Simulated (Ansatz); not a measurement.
I need a geometry optimisation of C3H7BFN, SMILES BC(F)CN=C. Use the Ansatz DFT code, driven from Python. Use: PBE, def2-SVP basis, multiplicity 1, D4 dispersion.

```xyz
13

B    -0.1197   -2.2560   -0.0568
C     0.2305   -0.7491    0.4096
F     1.4835   -0.7804    0.9154
C     0.2457    0.2580   -0.7594
N     0.5501    1.5683   -0.3386
C    -0.2249    2.3310    0.3924
H     0.4908   -2.7545   -0.9007
H    -1.0589   -2.7415    0.4067
H    -0.4658   -0.4179    1.2532
H     0.8824   -0.0706   -1.5274
H    -0.8608    0.2705   -1.1760
H    -1.1890    1.9779    0.7177
H     0.0566    3.3297    0.6787
```

`c3h7bfn.py`:
```python
"""Relax the C3H7BFN molecule."""

import ansatz as az
import numpy as np

SETTINGS = {
    "basis": "def2-SVP",
    "functional": "pbe",
    "vdw": "d4",
}

GEOMETRY = """
B    -0.11970   -2.25600   -0.05680
C     0.23050   -0.74910    0.40960
F     1.48350   -0.78040    0.91540
C     0.24570    0.25800   -0.75940
N     0.55010    1.56830   -0.33860
C    -0.22490    2.33100    0.39240
H     0.49080   -2.75450   -0.90070
H    -1.05890   -2.74150    0.40670
H    -0.46580   -0.41790    1.25320
H     0.88240   -0.07060   -1.52740
H    -0.86080    0.27050   -1.17600
H    -1.18900    1.97790    0.71770
H     0.05660    3.32970    0.67870
"""

c3h7bfn = az.Crystal.molecule()
for line in GEOMETRY.strip().splitlines():
    symbol, *xyz = line.split()
    c3h7bfn = c3h7bfn.atom(symbol, [float(v) for v in xyz])

job = c3h7bfn.calculation()
job = job.basis(gaussian=SETTINGS["basis"])
job = job.functional(SETTINGS["functional"], dispersion=SETTINGS["vdw"])
symbols = [site.symbol for site in c3h7bfn.cartesian_sites]
start = np.array([site.position_ang for site in c3h7bfn.cartesian_sites], dtype=float)
def progress(event):
    if event["event"] == "relax_step":
        row = event["data"]
        print(f"step {row['step']:3d}  E = {row['lagrangian_ev']:.6f} eV  max force {row['allowed_force_max_ev_ang']:.4f} eV/A")


report = job.relax(force_tolerance=0.02).session().plan().execute(on_event=progress).report
end = np.array(report["positions_ang"])

print(f"E = {report['free_energy_ev']:.6f} eV = {report['free_energy_ev'] / 27.211386246:.7f} Ha")
print("converged:", report["converged"], " doubts:", report["published_state_doubts"] or "none")

print("bond        before    after (A)")
for i, j in [(0, 1), (0, 6), (0, 7), (1, 2), (1, 3), (1, 8), (3, 4), (3, 9), (3, 10), (4, 5), (5, 11), (5, 12)]:
    d0, d1 = (np.linalg.norm(xyz[i] - xyz[j]) for xyz in (start, end))
    print(f"{symbols[i]}{i}-{symbols[j]}{j}".ljust(10), f"{d0:8.4f} {d1:8.4f}")
```

Output of `python c3h7bfn.py`:
```text
step   1  E = -8089.753690 eV  max force 4.4288 eV/A
step   2  E = -8090.180648 eV  max force 1.3570 eV/A
step   3  E = -8090.288318 eV  max force 0.5573 eV/A
step   4  E = -8090.353845 eV  max force 0.4337 eV/A
step   5  E = -8090.375053 eV  max force 0.7038 eV/A
step   6  E = -8090.396149 eV  max force 0.9587 eV/A
step   7  E = -8090.453597 eV  max force 0.3808 eV/A
step   8  E = -8090.478667 eV  max force 0.4916 eV/A
step   9  E = -8090.499184 eV  max force 0.4044 eV/A
step  10  E = -8090.511801 eV  max force 0.3894 eV/A
step  11  E = -8090.526934 eV  max force 0.2752 eV/A
step  12  E = -8090.520991 eV  max force 0.4737 eV/A
step  13  E = -8090.539678 eV  max force 0.0621 eV/A
step  14  E = -8090.544136 eV  max force 0.1205 eV/A
step  15  E = -8090.544676 eV  max force 0.3074 eV/A
step  16  E = -8090.546877 eV  max force 0.2027 eV/A
step  17  E = -8090.548460 eV  max force 0.0824 eV/A
step  18  E = -8090.550564 eV  max force 0.0925 eV/A
step  19  E = -8090.551652 eV  max force 0.0434 eV/A
step  20  E = -8090.552006 eV  max force 0.0209 eV/A
step  21  E = -8090.552134 eV  max force 0.0142 eV/A
E = -8090.552169 eV = -297.3223083 Ha
converged: True  doubts: none
bond        before    after (A)
B0-C1        1.6158   1.5563
B0-H6        1.1547   1.2133
B0-H7        1.1544   1.2164
C1-F2        1.3516   1.3918
C1-C3        1.5431   1.5340
C1-H8        1.1429   1.1350
C3-N4        1.4095   1.4483
C3-H9        1.0503   1.1128
C3-H10       1.1824   1.1196
N4-C5        1.3102   1.2736
C5-H11       1.0770   1.1210
C5-H12       1.0764   1.1083
```

Total energies depend on the basis set; only differences at equal settings carry meaning. The end point is the stationary point reached from this start; no frequency run checks that it is a minimum, and the basis set is modest. Timing: 69 s on 1 thread of Intel(R) Xeon(R) Platinum 8488C (Sapphire Rapids) (shared host), peak memory 0.23 GiB.

(Lines on the test bed's own set-up are left out of the output.)
